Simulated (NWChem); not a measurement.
**SiClF2 (SMILES F[Si](F)Cl) at UM06-2X/DGauss-DZVP**

What is the vertical ionisation energy of SiClF2 at UM06-2X/DGauss-DZVP? 

The calculation is run with NWChem 7.3.0.

**1. The structure to begin with**

SiClF2 has 4 atoms, charge 0, and is taken as a doublet. As SMILES, `F[Si](F)Cl`. Geometry: relaxed at PBE0-D4/def2-TZVP.

Bond lengths: F1–Si2 1.585 Å, Si2–F3 1.585 Å, Si2–Cl4 2.036 Å. Angles: F1–Si2–F3 107.0°, F1–Si2–Cl4 108.9°, F3–Si2–Cl4 108.9°.

**2. A single-point energy at UM06-2X/DGauss-DZVP**

Input file clf2si.nw:

```
START clf2si
TITLE "ClF2Si M06-2X"
memory 2200 mb

GEOMETRY units angstrom noautosym nocenter noautoz
  F     1.308200    0.129000    0.798000
  Si    0.221200   -0.316500   -0.265700
  F    -0.871800   -1.157400    0.514900
  Cl   -0.657600    1.344900   -1.047300
END

BASIS "ao basis" spherical bse
  * library DGauss-DZVP
END

DFT
  xc m06-2x
  mult 2
  grid fine
  convergence energy 1e-08
  iterations 100
  mulliken
  print low
END

TASK dft energy
```

Run with:

```sh
nwchem clf2si.nw > clf2si.out
```

The program printed:

```text
[...]
 d= 0,ls=0.0,diis     1   -949.2562210592 -1.17D+03  1.18D-02  2.04D-01     1.4
[...]
 d= 0,ls=0.0,diis    11   -949.3509165529 -7.43D-10  7.75D-08  1.97D-11    13.2
[...]
         Total DFT energy =     -949.350916552947
      One electron energy =    -1747.639472901268
           Coulomb energy =      650.664320943973
    Exchange-Corr. energy =      -69.975080264996
 Nuclear repulsion energy =      217.599315669344
[...]
      Total Density - Mulliken Population Analysis
     ---------------------------------------------
    Atom       Charge   Shell Charges
 -----------   ------   -------------------------------------------------------
    1 F    9     9.39   2.00  0.97  0.95  4.07  1.39  0.01
    2 Si  14    13.01   2.00  2.00  0.83  0.28  6.00  1.47  0.05  0.38
    3 F    9     9.39   2.00  0.97  0.95  4.07  1.39  0.01
    4 Cl  17    17.21   2.00  2.00  1.13  0.80  6.00  3.86  1.40  0.02
[...]
      <S2> =      0.7518 (Exact =     0.7500)
[...]
```

Run time: 14 s. Hardware: 1 thread of Intel Xeon Platinum 8488C (Sapphire Rapids), shared host; peak memory 0.11 GiB.

**3. The singlet cation**

Input file run.nw:

```
start run
memory stack 880 mb heap 220 mb global 1100 mb
charge 1
geometry units angstrom noautosym nocenter noautoz
  F        1.308200       0.129000       0.798000
  Si       0.221200      -0.316500      -0.265700
  F       -0.871800      -1.157400       0.514900
  Cl      -0.657600       1.344900      -1.047300
end
basis "ao basis" spherical bse
  * library DGauss-DZVP
end
dft
  xc m06-2x
  grid fine
  convergence energy 1e-08
  iterations 100
  mulliken
  noprint "final vectors analysis"
end
task dft energy
```

Run with:

```sh
nwchem run.nw > run.out
```

The program printed:

```text
[...]
          Wavefunction type:  closed shell.
          No. of atoms     :     4
          No. of electrons :    48
[...]
          Charge           :     1
          Spin multiplicity:     1
[...]
          AO basis - number of functions:    64
[...]
              XC Information
              --------------
                       M06-2X Method XC Functional
                     Hartree-Fock (Exact) Exchange  0.540
                        M06-2X Exchange Functional  1.000
                      M06-2X Correlation Potential  1.000
[...]
 d= 0,ls=0.0,diis     1   -948.7476430113 -1.17D+03  3.11D-02  2.08D+00     1.1
[...]
 d= 0,ls=0.0,diis    11   -948.9675274424 -3.15D-09  5.98D-07  3.55D-10     8.6
         Total DFT energy =     -948.967527442402
      One electron energy =    -1734.323262289209
           Coulomb energy =      637.329921921188
    Exchange-Corr. energy =      -69.573502743726
 Nuclear repulsion energy =      217.599315669344
[...]
      Total Density - Mulliken Population Analysis
     ---------------------------------------------
    Atom       Charge   Shell Charges
 -----------   ------   -------------------------------------------------------
    1 F    9     9.26   2.00  0.99  0.94  4.03  1.29  0.01
    2 Si  14    12.60   2.00  2.00  0.83  0.05  6.00  1.37 -0.03  0.39
    3 F    9     9.26   2.00  0.99  0.94  4.03  1.29  0.01
    4 Cl  17    16.88   2.00  2.00  1.17  0.78  6.00  3.76  1.14  0.02
[...]
```

Wall time 9.3 s (1 thread of Intel Xeon Platinum 8488C (Sapphire Rapids), shared host); peak memory 0.11 GiB.

**4. What came out**

At UM06-2X/DGauss-DZVP:

| quantity | value |
| --- | --- |
| doublet SiClF2: total energy | -949.35092 Eh |
| doublet SiClF2: ⟨S²⟩ | 0.752 |
| singlet cation: total energy | -948.96753 Eh |
| vertical ionisation energy (to the singlet cation) | 10.433 eV |

In words: Removing an electron at fixed nuclei costs 10.43 eV (241 kcal/mol). Only the singlet of the ionised species was computed; a triplet could lie lower. Mulliken charges (doublet SiClF2) run from -0.39 on F1 to +0.99 on Si2; they depend strongly on the basis.
